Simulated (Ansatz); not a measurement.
# CH4SiZn, SMILES [CH2]1[SiH2][Zn]1: an active-space calculation

Program: Ansatz 0.2.0, Python API.

Notebook, run cell by cell (the value of a cell's last expression is shown):

In [1]:
```python
import warnings

import ansatz as az
```

In [2]:
```python
warnings.simplefilter("ignore", az.DeckWarning)
```

In [3]:
```python
molecule = (
    az.Crystal.molecule()
    .atom("C", (-0.8784, -0.3746, -0.2932))
    .atom("Si", (0.4824, 0.3243, 0.7222))
    .atom("Zn", (0.8985, -1.8707, -0.0893))
    .atom("H", (-0.4514, -0.9531, -1.1257))
    .atom("H", (-1.4908, 0.5123, -0.7577))
    .atom("H", (-0.0199, 1.3606, 1.6549))
    .atom("H", (1.5209, 0.9333, -0.1569))
)
```

In [4]:
```python
job = molecule.calculation()
job = job.basis(gaussian="def2-SVP")
job = job.correlation(active_electrons=4, active_orbitals=4)
for method in ["sc_nevpt2"]:
    r = (job if method is None else job.correlation(method)).run(threads=1, backend="cpu").report
    space = r["configurations"]
    state = space["states"][0]
    print(method or "casscf", f"total {r['free_energy_ev'] / 27.211386246:.6f} Ha, active-space state {state['energy']['hartree']:.6f} Ha, mean field {r['reference_energy_ev'] / 27.211386246:.6f} Ha")
    print("  determinants", state["n_determinants"], " natural occupations", [round(n, 3) for n in space["natural_occupations"]])
```
```text
RunWarning: the results are in doubt because another end's mean lies 0.072 eV lower, and its corrected mean 0.113 eV higher
sc_nevpt2 total -2106.998216 Ha, active-space state -2106.420960 Ha, mean field -2106.374913 Ha
  determinants 36  natural occupations [1.954, 1.384, 0.619, 0.043]
```

Caveats:
- Total energies depend on the basis set; only differences at equal settings carry meaning.
- Warnings are shown shortened and without file and line.
- The geometry is a force-field or estimated start, not a minimum of this method, and the basis set is short of its limit. The active space starts as a window about the frontier orbitals and is then optimised, not chosen by chemistry.
- A lower CASSCF solution was found and passed over, so the printed active-space state isn't the lowest.
- The script silences the warnings on its input, which a real study should read.
- Run time: 9.2 s on 1 thread of Arm Neoverse V1, on a shared host, peak memory 0.23 GiB.

(Lines on the test bed's own set-up are left out of the output.)
